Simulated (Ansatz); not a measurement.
# HfO2: strong compression

One table from this session's results is given with a row withheld; the runs are named, their logs left out.

Computed with Ansatz 0.2.0 (DFT r²SCAN, with the methods named in each step, unless a step's input says otherwise).

### The starting structure

Symmetry: Fm-3m, No. 225, cubic system. Conventional cell: a = 4.932 Å, b = 4.932 Å, c = 4.932 Å, α = 90.00°, β = 90.00°, γ = 90.00°. Hf (site symmetry m-3m) is surrounded by 8 O at 2.14 Å. O (site symmetry -43m) has 4 Hf at 2.14 Å in its first shell of neighbours.

As a file:

```xyz
3
Lattice="0.0000 2.4662 2.4662 2.4662 0.0000 2.4662 2.4662 2.4662 0.0000" Properties=species:S:1:pos:R:3 pbc="T T T"
Hf    0.0000    0.0000    0.0000
O     1.2331    1.2331    1.2331
O     3.6993    3.6993    3.6993
```

Whether this phase is the stable one at these pressures isn't tested.

Atoms are numbered in the order of the input: Hf1, O2, O3.

Set-up of the first run:

The input, input.yaml:

```yaml
crystal:
  lattice:
    - [0.0, 2.4662120743, 2.4662120743]
    - [2.4662120743, 0.0, 2.4662120743]
    - [2.4662120743, 2.4662120743, 0.0]
  atoms:
    - { symbol: Hf, position: [0.0, 0.0, 0.0] }
    - { symbol: O, position: [0.25, 0.25, 0.25] }
    - { symbol: O, position: [0.75, 0.75, 0.75] }
kpoints:
  mp_grid: { grid: [11, 11, 11] }
scf:
  occupations: { method: fermi_dirac, width: 0.1 }
hamiltonian:
  xc: r2scan
  pseudopotentials: { kind: paw }
output:
  forces: true
  stress: true
relax:
  f_tol: 0.005
  max_steps: 40
  cell: {}
```

Command:

```bash
$ ansatz run input.yaml --threads 1 --pin off --max-ram 3072MiB --backend cpu --events-out ev --progress --plain --runs-dir out
```

Steps of the session up to this table: Cell relaxed at zero pressure, PAW; Volume scaled by 1, PAW; Volume scaled by 0.94, PAW; Volume scaled by 0.88, PAW; Volume scaled by 0.8, PAW; Volume scaled by 0.72, PAW; Volume scaled by 0.62, PAW; Volume scaled by 0.62, PAW (level accurate).

One table of the session follows, with a row left open; its other results are not shown here.

```
              method  volume over the first  volume (Å³/atom)  pressure (GPa)  gap on the k mesh (eV)
                 PAW                      1            10.788           -0.03                    4.38
                 PAW                   0.94            10.140           19.02                    4.55
                 PAW                   0.88                 ?               ?                       ?
                 PAW                    0.8             8.630           95.82                    4.88
                 PAW                   0.72             7.767          175.02                    4.96
                 PAW                   0.62             6.688          345.16                    4.92
PAW (level accurate)                   0.62             6.688          345.57                    4.90
```

Q: Estimate the row for PAW, 0.88 from the others.

The run gave: volume (Å³/atom): 9.493; pressure (GPa): 45.10; gap on the k mesh (eV): 4.73. In the column «volume (Å³/atom)» it lies between PAW, 0.8 (8.630) and PAW, 0.94 (10.140).
